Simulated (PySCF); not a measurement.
# HSTl (Tl(SH)): the cost of one run

Computed with PySCF 2.14.0. Level: BP86, Tl def2-SVP with ECP60, S def2-SVP, H def2-SVP; scalar-relativistic core potentials, no spin–orbit coupling.

2 further runs of the same task are left out: 2 for a known fault of the program.

## (1) The starting structure

3 atoms, charge 0, spin multiplicity 1.

Bond lengths: Tl1–S2 2.831 Å, S2–H3 1.341 Å. Angles: Tl1–S2–H3 104.2°.

Coordinates:

```
Tl    0.00000    0.00000    0.00000
S     0.00000    0.00000    2.83100
H     1.30000    0.00000    3.16100
```

Formal oxidation states: Tl +1.

## (2) SCF at the start, singlet

The input, run.py (the lines that set the calculation):

```python
mol = gto.M(atom='''
Tl     0.00000     0.00000     0.00000
S      0.00000     0.00000     2.83100
H      1.30000     0.00000     3.16100''',
    basis={'Tl': 'def2-SVP', 'S': 'def2-SVP', 'H': 'def2-SVP'},
    ecp={'Tl': 'def2-SVP'},
    charge=0, spin=0)
mf = dft.RKS(mol, xc='B88,P86')
mf.grids.atom_grid = (50, 194)
mf = mf.density_fit()  # fitting sets: Tl def2-universal-JKFIT, S def2-universal-JKFIT, H def2-universal-JKFIT
mf.conv_tol = 1e-08; mf.max_cycle = 55
mf.kernel(dm0)  # dm0: free metal ions and neutral atoms
```

Command:

```sh
> OMP_NUM_THREADS=2 python run.py
```

Q: Estimate wall time and peak memory on 2 threads of Arm Neoverse V2, shared host.

About 1.3 s, with a peak of 0.25 GiB.
